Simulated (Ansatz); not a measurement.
**TeH₂Se (SMILES [SeH][TeH]): functionals against CCSD(T) at one geometry**

A test off equilibrium: a structure displaced at random from a GFN2-xTB minimum is computed at several levels, and each is set against CCSD(T).

Program: Ansatz 0.2.0, Gaussian basis. Level of theory: single points in def2-TZVPP. These are calculated values, not measurements.

Cores are frozen in the correlated methods. Filled d shells of the heavier atoms are correlated. Core potentials replace the inner electrons past krypton, and spin-orbit coupling is left out.

## 1. The system as given

SMILES `[SeH][TeH]`, 4 atoms, charge 0, spin multiplicity 1.

Atoms are counted from 1 here; the program's logs count them from 0.

Bond lengths: Se1–Te2 2.518 Å, Se1–H3 1.623 Å, Te2–H4 1.519 Å. Angles: Te2–Se1–H3 105.6°, Se1–Te2–H4 99.3°.

Geometry (Å):

```mol
H2SeTe
  3D, bonds by distance, orders not assigned

  4  3  0  0  0  0  0  0  0  0999 V2000
    0.4091   -1.1672    0.4013 Se  0  0
    0.5286    1.2959   -0.1057 Te  0  0
   -1.0484   -1.4024    1.0764 H   0  0
   -0.2076    1.3084   -1.4343 H   0  0
  1  2  8  0
  1  3  8  0
  2  4  8  0
M  END
```

## 2. CCSD(T)/def2-TZVPP

run/in.yaml reads:

```yaml
crystal:
  periodic: [false, false, false]
  atoms:
    - {symbol: Se, position_ang: [0.409100, -1.167200, 0.401300]}
    - {symbol: Te, position_ang: [0.528600, 1.295900, -0.105700]}
    - {symbol: H, position_ang: [-1.048400, -1.402400, 1.076400]}
    - {symbol: H, position_ang: [-0.207600, 1.308400, -1.434300]}
basis:
  gaussian: {orbitals: def2-TZVPP}
correlation: {method: ccsd_t}
output: {forces: true}
```

The command line of these runs was not kept.

## 3. PBE0-D4/def2-TZVPP

Edit run/in.yaml of step 2 so:

```diff
@@ -9,3 +9,3 @@
   gaussian: {orbitals: def2-TZVPP}
-correlation: {method: ccsd_t}
-output: {forces: true}
+hamiltonian: {xc: pbe0, dispersion: d4}
+output: {forces: true, orbitals: {seedname: orbitals}}
```

## 4. wB97M-V/def2-TZVPP

Edit run/in.yaml of step 3 so:

```diff
@@ -9,3 +9,3 @@
   gaussian: {orbitals: def2-TZVPP}
-hamiltonian: {xc: pbe0, dispersion: d4}
-output: {forces: true, orbitals: {seedname: orbitals}}
+hamiltonian: {xc: {name: wB97M-V}}
+output: {forces: true}
```

## 5. r2SCAN-D4/def2-TZVPP

Edit run/in.yaml of step 4 so:

```diff
@@ -9,3 +9,3 @@
   gaussian: {orbitals: def2-TZVPP}
-hamiltonian: {xc: {name: wB97M-V}}
+hamiltonian: {xc: r2scan, dispersion: d4}
 output: {forces: true}
```

## 6. PBE-D4/def2-TZVPP

Edit run/in.yaml of step 5 so:

```diff
@@ -9,3 +9,3 @@
   gaussian: {orbitals: def2-TZVPP}
-hamiltonian: {xc: r2scan, dispersion: d4}
+hamiltonian: {xc: pbe, dispersion: d4}
 output: {forces: true}
```

## 7. revPBE-D4/def2-TZVPP

Edit run/in.yaml of step 6 so:

```diff
@@ -9,3 +9,3 @@
   gaussian: {orbitals: def2-TZVPP}
-hamiltonian: {xc: pbe, dispersion: d4}
+hamiltonian: {xc: {name: revPBE}, dispersion: d4}
 output: {forces: true}
```

## 8. B97M-V/def2-TZVPP

Edit run/in.yaml of step 7 so:

```diff
@@ -9,3 +9,3 @@
   gaussian: {orbitals: def2-TZVPP}
-hamiltonian: {xc: {name: revPBE}, dispersion: d4}
+hamiltonian: {xc: {name: B97M-V}}
 output: {forces: true}
```

(Steps that only read results are left out.)

Before running it: what results should come out? Wanted: energy less free atoms, CCSD(T)/def2-TZVPP; RMS force component; RMS force error; HOMO and LUMO, PBE0-D4; T1 diagnostic.

The runs gave:

```
                                  quantity                                                                                            value
energy less free atoms, CCSD(T)/def2-TZVPP                                                                                        -8.005 eV
                       RMS force component                                                             1.567 to 1.658 eV/Å over the methods
                           RMS force error  PBE0-D4 0.115, wB97M-V 0.084, r2SCAN-D4 0.111, PBE-D4 0.242, revPBE-D4 0.261, B97M-V 0.108 eV/Å
                    HOMO and LUMO, PBE0-D4                                                                               -6.71 and -2.07 eV
                             T1 diagnostic                                                                                            0.010
```

**Reading.** Against CCSD(T) the functionals' energies less atoms differ by -0.530 to -0.119 eV, PBE-D4 by -0.530 eV. A larger basis would deepen the CCSD(T) value, while the functionals are nearly converged already, so the order here is not reliable. The forces of wB97M-V come nearest to CCSD(T), those of revPBE-D4 are farthest. Frozen-core CCSD(T) forces in triple zeta carry basis errors of their own, and this is one geometry, so small gaps rank nothing.
